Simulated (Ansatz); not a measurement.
Geometry optimisation, Ansatz, DFT LDA, scalar-relativistic, plane waves, PAW.

Input file:

```yaml
crystal:
  lattice:
    - [0.0, 5.43, 5.43]
    - [5.43, 0.0, 5.43]
    - [5.43, 5.43, 0.0]
  atoms:
    - { symbol: Si, position: [0.0, 0.0, 0.0] }
    - { symbol: Si, position: [0.125, 0.125, 0.125] }
    - { symbol: Si, position: [0.0, 0.0, 0.5] }
    - { symbol: Si, position: [0.125, 0.125, 0.625] }
    - { symbol: Si, position: [0.0, 0.5, 0.0] }
    - { symbol: Si, position: [0.125, 0.625, 0.125] }
    - { symbol: Si, position: [0.0, 0.5, 0.5] }
    - { symbol: Si, position: [0.125, 0.625, 0.625] }
    - { symbol: Si, position: [0.5, 0.0, 0.0] }
    - { symbol: Si, position: [0.625, 0.125, 0.125] }
    - { symbol: Si, position: [0.5, 0.0, 0.5] }
    - { symbol: Si, position: [0.625, 0.125, 0.625] }
    - { symbol: Si, position: [0.5, 0.5, 0.0] }
    - { symbol: Si, position: [0.625, 0.625, 0.125] }
    - { symbol: Si, position: [0.5, 0.5, 0.5] }
    - { symbol: Si, position: [0.625, 0.625, 0.625] }
    - { symbol: Si, position: [0.3735688, 0.37484095, 0.36660735] }
basis:
  ecutwfc: 420.0
kpoints:
  mp_grid: { grid: [2, 2, 2] }
hamiltonian:
  xc: lda
  pseudopotentials: { kind: paw, azcp: { folder: soft_1 } }
scf:
  occupations: { method: fermi_dirac, width: 0.02 }
  lower_state_search: "off"
relax:
  f_tol: 0.03
  max_steps: 60
  adjacent_minimum: "off"
```

Command:

```bash
$ ansatz run input.yaml --threads 1 --pin off --max-ram 3072MiB --backend cpu --events-out ev --progress --plain --runs-dir out
```

**Question.** Where does it end, and by what steps?

**Answer.** It converged. The force dipped under the threshold on the way, but the program's further checks kept it going. Limits of this set-up: PAW files made for another functional. After 3 steps the energy has fallen by 0.125 eV; Si17 moved furthest, 0.06 Å.

```json
{"step": "0", "energy less start (eV)": "0.0000", "largest force component (eV/Å)": "0.684", "accepted": "yes"}
{"step": "1", "energy less start (eV)": "-0.1061", "largest force component (eV/Å)": "0.254", "accepted": "yes"}
{"step": "2", "energy less start (eV)": "-0.1249", "largest force component (eV/Å)": "0.023", "accepted": "yes"}
{"step": "3", "energy less start (eV)": "-0.1249", "largest force component (eV/Å)": "0.023", "accepted": "yes"}
```

```xyz
17
Lattice="0.0000 5.4300 5.4300 5.4300 0.0000 5.4300 5.4300 5.4300 0.0000" Properties=species:S:1:pos:R:3
Si 0.003 0.002 0.007
Si 1.356 1.356 1.358
Si 2.708 2.708 0.004
Si 4.071 4.070 1.325
Si 2.707 0.000 2.709
Si 4.071 1.318 4.072
Si 5.449 2.690 2.694
Si 6.818 4.070 4.072
Si 0.001 2.707 2.709
Si 1.320 4.071 4.072
Si 2.691 5.449 2.694
Si 4.070 6.818 4.072
Si 2.692 2.691 5.449
Si 4.070 4.070 6.819
Si 5.448 5.448 5.449
Si 6.785 6.785 6.786
Si 4.068 4.068 4.071
```

Whether the end is a true minimum wasn't checked by a vibrational analysis.

Time of the run: 17 s on 1 thread of Arm Neoverse V1, with other jobs on the host, peak memory 0.45 GiB.
